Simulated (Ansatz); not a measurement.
# CH₆GeO₂: small, medium and large basis sets

The task here is to estimate one member of a computed series from the others.

Program: Ansatz 0.2.0, Gaussian basis. Level of theory: one geometry, several basis sets. These are calculated values, not measurements.

Levels to be run: PBE0-D4/def2-SVP; ωB97M-V/def2-SVP; PBE0-D4/def2-QZVPP; ωB97M-V/def2-QZVPP; the functionals' def2-TZVPP values are taken from earlier runs.

**The geometry**

An earlier PBE0-D4 in a triple-zeta def2 set relaxation fixed the geometry.

SMILES `O[CH2][GeH2][OH]`, 10 atoms, charge 0, spin multiplicity 1.

Atoms are counted from 1 here; the program's logs count them from 0.

Bond lengths: O1–C2 1.416 Å, O1–H5 0.960 Å, C2–Ge3 1.965 Å, C2–H6 1.097 Å, C2–H7 1.098 Å, Ge3–O4 1.789 Å, Ge3–H8 1.542 Å, Ge3–H9 1.534 Å, O4–H10 0.959 Å. Angles: C2–O1–H5 109.0°, O1–C2–Ge3 107.3°, O1–C2–H6 112.4°, O1–C2–H7 112.2°, Ge3–C2–H6 108.3°, Ge3–C2–H7 108.9°, H6–C2–H7 107.7°, C2–Ge3–O4 107.8°, C2–Ge3–H8 110.8°, C2–Ge3–H9 111.3°, O4–Ge3–H8 109.4°, O4–Ge3–H9 105.5°, H8–Ge3–H9 111.8°, Ge3–O4–H10 112.5°.

The first run:

Contents of in.yaml:

```yaml
crystal:
  periodic: [false, false, false]
  atoms:
    - {symbol: O, position_ang: [-1.949324, 0.362571, -0.099915]}
    - {symbol: C, position_ang: [-0.587827, 0.729993, -0.223341]}
    - {symbol: Ge, position_ang: [0.487497, -0.788436, 0.409480]}
    - {symbol: O, position_ang: [2.211808, -0.332534, 0.274096]}
    - {symbol: H, position_ang: [-2.498185, 1.103840, -0.366574]}
    - {symbol: H, position_ang: [-0.335480, 1.607802, 0.384741]}
    - {symbol: H, position_ang: [-0.310757, 0.952916, -1.262108]}
    - {symbol: H, position_ang: [0.220417, -2.042027, -0.447805]}
    - {symbol: H, position_ang: [0.251162, -1.056531, 1.901447]}
    - {symbol: H, position_ang: [2.593888, -0.588595, -0.567024]}
basis:
  gaussian: {orbitals: def2-SVP}
hamiltonian: {xc: pbe0, dispersion: d4}
output: {orbitals: {seedname: orbitals}}
```

Started as:

```bash
$ ansatz run in.yaml --threads 4 --pin off --events-out ev --progress --plain --max-ram 10444MiB
```

Among the steps run: PBE0-D4 in def2-SVP; ωB97M-V in def2-SVP; PBE0-D4 in def2-QZVPP; ωB97M-V in def2-QZVPP.

One table of the session follows, with a row left open; its other results are not shown here.

It belongs to the step «Density functionals: the series». 

| functional | basis | HOMO (eV) | LUMO (eV) |
| --- | --- | --- | --- |
| PBE0-D4 | def2-SVP | -7.73 | 0.65 |
| PBE0-D4 | def2-TZVPP | -7.92 | 0.19 |
| PBE0-D4 | def2-QZVPP | -7.98 | -0.08 |
| ωB97M-V | def2-SVP | -10.00 | 2.48 |
| ωB97M-V | def2-TZVPP | ? | ? |
| ωB97M-V | def2-QZVPP | -10.27 | 1.38 |

Estimate the missing values for ωB97M-V, def2-TZVPP.

As computed: HOMO (eV): -10.21; LUMO (eV): 1.85. In the column «HOMO (eV)» it lies between ωB97M-V, def2-QZVPP (-10.27) and ωB97M-V, def2-SVP (-10.00).
